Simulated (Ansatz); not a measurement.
# InAsS3: the cost of one run

Method: DFT PBE, scalar-relativistic, plane waves, PAW, in Ansatz 0.2.0.

## (1) The starting structure

Symmetry: I4mm, No. 107, tetragonal system. Conventional cell: a = 4.628 Å, b = 4.628 Å, c = 10.769 Å, α = 90.00°, β = 90.00°, γ = 90.00°. In (site symmetry 4mm) has 12 S at 3.38 to 3.60 Å and 5 As at 3.69 Å as nearest neighbours. As (site symmetry 4mm) is surrounded by 5 S at 2.53 to 2.55 Å. S (site symmetry 4mm) is surrounded by 1 As at 2.53 Å and 4 S at 2.92 Å and 4 In at 3.38 Å. S (site symmetry 2mm) has 2 As at 2.55 Å and 6 S at 2.92 to 3.27 Å and 4 In at 3.50 to 3.60 Å as nearest neighbours.

Structure file:

```cif
data_structure
_symmetry_space_group_name_H-M 'P 1'
_symmetry_Int_Tables_number 1
_cell_length_a 6.3011
_cell_length_b 6.3011
_cell_length_c 6.3011
_cell_angle_alpha 136.905
_cell_angle_beta 136.905
_cell_angle_gamma 62.584
_cell_volume 115.35
loop_
_atom_site_label
_atom_site_type_symbol
_atom_site_fract_x
_atom_site_fract_y
_atom_site_fract_z
_atom_site_occupancy
In1 In 0.00438 0.00438 0.00000 1
As1 As 0.66168 0.66168 0.00000 1
S1 S 0.42686 0.42686 0.00000 1
S2 S 0.26104 0.76104 0.50000 1
S3 S 0.76104 0.26104 0.50000 1
```

A structure generator made this guess: species swapped into a database cell of NdCoSi3 (I4mm, No. 107), with In on the Nd sites, As on the Co sites and S on the Si sites. Its size is a rough estimate.

## (2) Probe: one point on a coarse mesh

File input.yaml:

```yaml
crystal:
  lattice:
    - [-2.31420147, 2.31420147, 5.38450442]
    - [2.31420147, -2.31420147, 5.38450442]
    - [2.31420147, 2.31420147, -5.38450442]
  atoms:
    - { symbol: In, position: [0.00438066, 0.00438066, 0.0] }
    - { symbol: As, position: [0.66168272, 0.66168272, 0.0] }
    - { symbol: S, position: [0.42685589, 0.42685589, 0.0] }
    - { symbol: S, position: [0.26104037, 0.76104037, 0.5] }
    - { symbol: S, position: [0.76104037, 0.26104037, 0.5] }
basis:
  ecutwfc: 420
kpoints:
  mp_grid: { grid: [6, 6, 6] }
hamiltonian:
  xc: pbe
scf:
  occupations: { method: gaussian, width: 0.1 }
  lower_state_search: "off"
output:
  forces: true
  stress: true
  eigenvalues: true
```

Run with:

```bash
$ ansatz run input.yaml --threads 1 --pin off --max-ram 2560MiB --backend cpu --events-out ev --progress --plain --runs-dir out
```

What time and memory should one allow on 1 thread of Intel Xeon at 2.70GHz, shared host?

About 13 s, with a peak of 0.43 GiB.
